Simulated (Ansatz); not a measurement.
# LuAs: a single-point run

Wanted: a converged single-point run for LuAs, and a check of what comes out. The structure is shown as the input types it. The cell is built on a prototype (zincblende) and needn't be the phase found in nature.

Method: density functional or hybrid calculation with the settings of its input, plane waves (as first typed), in Ansatz 0.2.0.

6 further runs of the same task are left out: 3 for a known fault of the program, 3 that didn't finish.

### 1 The system as given

It takes space group F-43m (No. 216, cubic). Conventional cell: a = 6.311 Å, b = 6.311 Å, c = 6.311 Å, α = 90.00°, β = 90.00°, γ = 90.00°. Lu (site symmetry -43m) is surrounded by 4 As at 2.73 Å. Around As (site symmetry -43m) lie 4 Lu at 2.73 Å.

Coordinates:

```cif
data_structure
_symmetry_space_group_name_H-M 'P 1'
_symmetry_Int_Tables_number 1
_cell_length_a 4.4624
_cell_length_b 4.4624
_cell_length_c 4.4624
_cell_angle_alpha 60.000
_cell_angle_beta 60.000
_cell_angle_gamma 60.000
_cell_volume 62.83
loop_
_atom_site_label
_atom_site_type_symbol
_atom_site_fract_x
_atom_site_fract_y
_atom_site_fract_z
_atom_site_occupancy
Lu1 Lu 0.00000 0.00000 0.00000 1
As1 As 0.25000 0.25000 0.25000 1
```

### 2 The run

File input.yaml:

```yaml
crystal:
  lattice:
    - [0.0, 3.155379676, 3.155379676]
    - [3.155379676, 0.0, 3.155379676]
    - [3.155379676, 3.155379676, 0.0]
  atoms:
    - { symbol: Lu, position: [0.0, 0.0, 0.0] }
    - { symbol: As, position: [0.25, 0.25, 0.25] }
kpoints:
  mp_grid: { grid: [6, 6, 6] }
hamiltonian:
  xc: r2scan
scf:
  occupations: { method: fixed }
  n_extra_bands: 4
  max_iter: 93
output:
  forces: true
  stress: true
  eigenvalues: true
basis:
  ecutwfc: 40
```

Launch:

```
> ansatz run input.yaml --threads 4 --pin off --max-ram 3686MiB --backend cpu --events-out ev --progress --plain --runs-dir out
```

What happens when this is run?

The program finished normally, with warnings (band overlap at count, cutoff below recommended, metallic iterate). It gives a pressure of -5402 GPa, which is large.

The suspect setting: basis.ecutwfc is 40. The cutoff lies far under what these potentials need. The potentials' recommended cutoff is 500 eV.

To check: delete basis.ecutwfc (the default then holds).
